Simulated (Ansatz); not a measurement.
# Rb2ZnRhC6N6: the cost of one run

Computed with Ansatz 0.2.0 (DFT PBE, scalar-relativistic, plane waves, PAW, unless a step's input says otherwise).

## (1) Starting point

It takes space group Fm-3m (No. 225, cubic). The conventional cell has a = 10.189 Å, b = 10.189 Å, c = 10.189 Å, α = 90.00°, β = 90.00°, γ = 90.00°. Rb (site symmetry -43m) has 12 N at 3.64 Å and 12 C at 3.66 Å in its first shell of neighbours. Around Zn (site symmetry m-3m) lie 6 C at 1.92 Å. Rh (site symmetry m-3m) has 6 N at 2.01 Å in its first shell of neighbours. C (site symmetry 4mm) has 1 N at 1.17 Å and 1 Zn at 1.92 Å in its first shell of neighbours. Around N (site symmetry 4mm) lie 1 C at 1.17 Å and 1 Rh at 2.01 Å.

Structure file:

```
Rb Zn Rh C N
1.0
     0.00000    5.09450    5.09450
     5.09450    0.00000    5.09450
     5.09450    5.09450    0.00000
Rb Zn Rh C N
2 1 1 6 6
Direct
  0.25000 0.25000 0.25000
  0.75000 0.75000 0.75000
  0.00000 0.00000 0.00000
  0.50000 0.50000 0.50000
  0.81186 0.18814 0.18814
  0.18814 0.81186 0.18814
  0.18814 0.18814 0.81186
  0.18814 0.81186 0.81186
  0.81186 0.18814 0.81186
  0.81186 0.81186 0.18814
  0.69703 0.30297 0.30297
  0.30297 0.69703 0.30297
  0.30297 0.30297 0.69703
  0.30297 0.69703 0.69703
  0.69703 0.30297 0.69703
  0.69703 0.69703 0.30297
```

A structure generator made this guess: cyanide-bridged rock-salt net of two metals, 2 guest cations a cell (Fm-3m, No. 225). Its size is a rough estimate.

## (2) A first look at the guess

Contents of input.yaml:

```yaml
crystal:
  lattice:
    - [0.0, 5.0945, 5.0945]
    - [5.0945, 0.0, 5.0945]
    - [5.0945, 5.0945, 0.0]
  atoms:
    - { symbol: Rb, position: [0.25, 0.25, 0.25] }
    - { symbol: Rb, position: [0.75, 0.75, 0.75] }
    - { symbol: Zn, position: [0.0, 0.0, 0.0] }
    - { symbol: Rh, position: [0.5, 0.5, 0.5], spin: 1.0 }
    - { symbol: C, position: [0.81185592, 0.18814408, 0.18814408] }
    - { symbol: C, position: [0.18814408, 0.81185592, 0.18814408] }
    - { symbol: C, position: [0.18814408, 0.18814408, 0.81185592] }
    - { symbol: C, position: [0.18814408, 0.81185592, 0.81185592] }
    - { symbol: C, position: [0.81185592, 0.18814408, 0.81185592] }
    - { symbol: C, position: [0.81185592, 0.81185592, 0.18814408] }
    - { symbol: "N", position: [0.6970262, 0.3029738, 0.3029738] }
    - { symbol: "N", position: [0.3029738, 0.6970262, 0.3029738] }
    - { symbol: "N", position: [0.3029738, 0.3029738, 0.6970262] }
    - { symbol: "N", position: [0.3029738, 0.6970262, 0.6970262] }
    - { symbol: "N", position: [0.6970262, 0.3029738, 0.6970262] }
    - { symbol: "N", position: [0.6970262, 0.6970262, 0.3029738] }
basis:
  ecutwfc: 420
kpoints:
  mp_grid: { grid: [4, 4, 4] }
hamiltonian:
  xc: pbe
scf:
  occupations: { method: gaussian, width: 0.1 }
  lower_state_search: "off"
output:
  forces: true
  stress: true
  eigenvalues: true
  populations: true
magnetization:
  spin_polarized: true
```

Command:

```
ansatz run input.yaml --threads 1 --pin off --max-ram 2560MiB --backend cpu --events-out ev --progress --plain --runs-dir out
```

**Question.** How long does this run take on 1 thread of Intel Xeon 6975P-C (Granite Rapids), shared host, and how much memory does it need?

About 17 s, with a peak of 0.79 GiB.
